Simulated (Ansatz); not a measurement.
# Ta3Ru: the cost of one run

Method: DFT LDA, scalar-relativistic, plane waves, PAW, in Ansatz 0.2.0.

1 further run of the same task is left out (set aside as unsound or not needed).

### Step 1. The system as given

Symmetry: Fm-3m, No. 225, cubic system. Conventional cell: a = 6.347 Å, b = 6.347 Å, c = 6.347 Å, α = 90.00°, β = 90.00°, γ = 90.00°. Ta (site symmetry -43m) has 4 Ta at 2.75 Å and 4 Ru at 2.75 Å as nearest neighbours. Ta (site symmetry m-3m) is surrounded by 8 Ta at 2.75 Å. Ru (site symmetry m-3m) is surrounded by 8 Ta at 2.75 Å.

Structure file:

```cif
data_structure
_symmetry_space_group_name_H-M 'Fm-3m'
_symmetry_Int_Tables_number 225
_cell_length_a 6.3471
_cell_length_b 6.3471
_cell_length_c 6.3471
_cell_angle_alpha 90.000
_cell_angle_beta 90.000
_cell_angle_gamma 90.000
_cell_volume 255.70
loop_
_atom_site_label
_atom_site_type_symbol
_atom_site_symmetry_multiplicity
_atom_site_Wyckoff_symbol
_atom_site_fract_x
_atom_site_fract_y
_atom_site_fract_z
_atom_site_occupancy
Ta1 Ta 8 c 0.25000 0.75000 0.75000 1
Ta2 Ta 4 b 0.50000 0.00000 0.00000 1
Ru1 Ru 4 a 0.00000 0.00000 0.00000 1
```

It goes back to an entry of the Materials Project, which need not be the stable form.

It is the result of an earlier relaxation at this level (volume 15.98 Å³/atom; gap on the mesh: none (metal)).

### Step 2. The reference run

input.yaml reads:

```yaml
crystal:
  lattice:
    - [0.0, 3.1735696198, 3.1735696198]
    - [3.1735696198, 0.0, 3.1735696198]
    - [3.1735696198, 3.1735696198, 0.0]
  atoms:
    - { symbol: Ta, position: [0.25, 0.25, 0.25] }
    - { symbol: Ta, position: [0.75, 0.75, 0.75] }
    - { symbol: Ta, position: [0.5, 0.5, 0.5] }
    - { symbol: Ru, position: [0.0, 0.0, 0.0] }
basis:
  ecutwfc: 420
kpoints:
  mp_grid: { grid: [12, 12, 12] }
hamiltonian:
  xc: lda
scf:
  occupations: { method: fermi_dirac, width: 0.15 }
output:
  eigenvalues: true
phonons:
  method: dfpt
```

This input was run earlier.

### Step 3. Changed: cutoff 350 eV

input.yaml reads:

```yaml
crystal:
  lattice:
    - [0.0, 3.1735696198, 3.1735696198]
    - [3.1735696198, 0.0, 3.1735696198]
    - [3.1735696198, 3.1735696198, 0.0]
  atoms:
    - { symbol: Ta, position: [0.25, 0.25, 0.25] }
    - { symbol: Ta, position: [0.75, 0.75, 0.75] }
    - { symbol: Ta, position: [0.5, 0.5, 0.5] }
    - { symbol: Ru, position: [0.0, 0.0, 0.0] }
basis:
  ecutwfc: 350
kpoints:
  mp_grid: { grid: [12, 12, 12] }
hamiltonian:
  xc: lda
scf:
  occupations: { method: fermi_dirac, width: 0.15 }
output:
  eigenvalues: true
phonons:
  method: dfpt
```

Launch:

```sh
$ ansatz run input.yaml --threads 1 --pin off --max-ram 3072MiB --backend cpu --events-out ev --progress --plain --runs-dir out
```

**Question.** How long does this run take on 1 thread of Intel Xeon at 2.50GHz (Skylake/Cascade Lake), shared host, and how much memory does it need?

About 3.3 min, with a peak of 1.1 GiB.
